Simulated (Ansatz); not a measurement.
**YZn: how the settings move a relaxation**

Aim: see which settings change the result for YZn, by how much, and at what cost.

Method: reference: DFT, PBEsol, PAW with Ansatz's default frozen-core files, scalar-relativistic; relaxation of cell and atoms, in Ansatz 0.2.0.

1 further run of the same task is left out (set aside as unsound or not needed).

## Step 1: Starting point

The structure is cubic, space group Pm-3m (No. 221). Conventional cell: a = 3.522 Å, b = 3.522 Å, c = 3.522 Å, α = 90.00°, β = 90.00°, γ = 90.00°. Y (site symmetry m-3m) is surrounded by 8 Zn at 3.05 Å. Around Zn (site symmetry m-3m) lie 8 Y at 3.05 Å.

Structure file:

```xyz
2
Lattice="3.5217 0.0000 0.0000 0.0000 3.5217 0.0000 0.0000 0.0000 3.5217" Properties=species:S:1:pos:R:3 pbc="T T T"
Y     0.0000    0.0000    0.0000
Zn    1.7608    1.7608    1.7608
```

## Step 2: Reference

input.yaml

```yaml
crystal:
  lattice:
    - [3.52167444362, 0.0, 0.0]
    - [0.0, 3.52167444362, 0.0]
    - [0.0, 0.0, 3.52167444362]
  atoms:
    - { symbol: "Y", position: [0.0, 0.0, 0.0] }
    - { symbol: Zn, position: [0.5, 0.5, 0.5] }
kpoints:
  mp_grid: { grid: [12, 12, 12] }
scf:
  occupations: { method: fermi_dirac, width: 0.1 }
hamiltonian:
  xc: pbesol
  pseudopotentials: { kind: paw }
relax:
  f_tol: 0.002
  max_steps: 80
  cell: { p_target: 5 }
output:
  forces: true
  stress: true
```

Run with:

```console
ansatz run input.yaml --threads 1 --pin off --max-ram 2048MiB --backend cpu --events-out ev --progress --plain --runs-dir out
```

## Step 3: A run with other settings

Edit input.yaml of step 2 so:

```diff
@@ -14,3 +14,3 @@
   xc: pbesol
-  pseudopotentials: { kind: paw }
+  pseudopotentials: { kind: paw, source: jth }
 relax:
@@ -22 +22,4 @@
   stress: true
+basis:
+  xc_grid: 2
+accuracy: low
```

## Step 5: Changing settings: ecutrho_ratio 8

Edit input.yaml of step 2 so:

```diff
@@ -22 +22,3 @@
   stress: true
+basis:
+  ecutrho_ratio: 8
```

(Steps that only read results are left out.)

What does the calculation give? Wanted: for each run, ending; energy change; pressure; gap; force.

As calculated:

| run | ending | energy change | pressure (GPa) | gap (eV) | force (eV/Å) | cycles | time |
| --- | --- | --- | --- | --- | --- | --- | --- |
| reference | converged | 0 | 5.0 | 0.00 | 0.00 | 29 | 15 s |
| 1: pseudopotentials.source jth, xc_grid 2, accuracy low | refused | - | - | - | - | - | 0.03 s |
| 2: ecutrho_ratio 8 | converged | 0.0 meV/atom | 5.0 | 0.00 | 0.00 | 29 | 16 s |

«ecutrho_ratio 8» leaves the energy as it was. 1 of the 2 altered inputs did not end normally.
